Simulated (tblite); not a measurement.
# H4S14Ti6: the cost of one run

Computed with tblite 0.8.0 and PySCF 2.14.0 and routines of our own; the level stands in each step. Atoms count from 0.

## Step 1: The starting structure

24 atoms, charge 0, multiplicity 1; geometry from: force field, distance geometry or constructed start.

## Step 2: Optimising the geometry with GFN1-xTB

The job: settings as JSON, then the geometry in Å.

```
{"job": {"kind": "relax", "xc": "GFN1-xTB", "basis": "xTB"}, "charge": 0, "multiplicity": 1}
Ti    -2.431800    -1.413400    -0.373500
Ti    -4.144900     1.544100    -0.378800
Ti     4.388500    -1.413900    -0.370900
Ti     0.972600    -1.407200    -0.378100
Ti     2.677300     1.540300    -0.368500
Ti    -0.735000     1.541000    -0.374500
S     -4.141600    -0.425500    -1.805200
S     -2.433300     0.559800     1.059600
S     -4.139000    -2.398100     1.057700
S     -0.734500    -0.428000    -1.800300
S     -0.733800    -2.397200     1.056000
S     -5.849200     0.555100     1.058100
S     -2.440100     2.526600    -1.796900
S      2.680500    -0.427800    -1.804600
S      4.381100     0.562200     1.058300
S      6.086400    -2.395400     1.064400
S      2.678700    -2.394100     1.059000
S      0.972200     0.553700     1.057100
S      0.972700     2.527700    -1.799400
S      2.681100     3.511200     1.060800
H      3.351000     4.389600     0.250400
H      7.084700    -2.580200     0.137100
H     -6.840700     1.488100     0.909500
H     -4.309100    -3.606600     0.427900
```

Command:

```sh
$ OMP_NUM_THREADS=4 python large_run.py task.json out
```

This one command runs all jobs of the session in turn.

**Question.** How long does this first job take on 4 threads of Arm Neoverse V1, shared host, and how much memory does it need?

About 15 s, with a peak of 0.16 GiB.
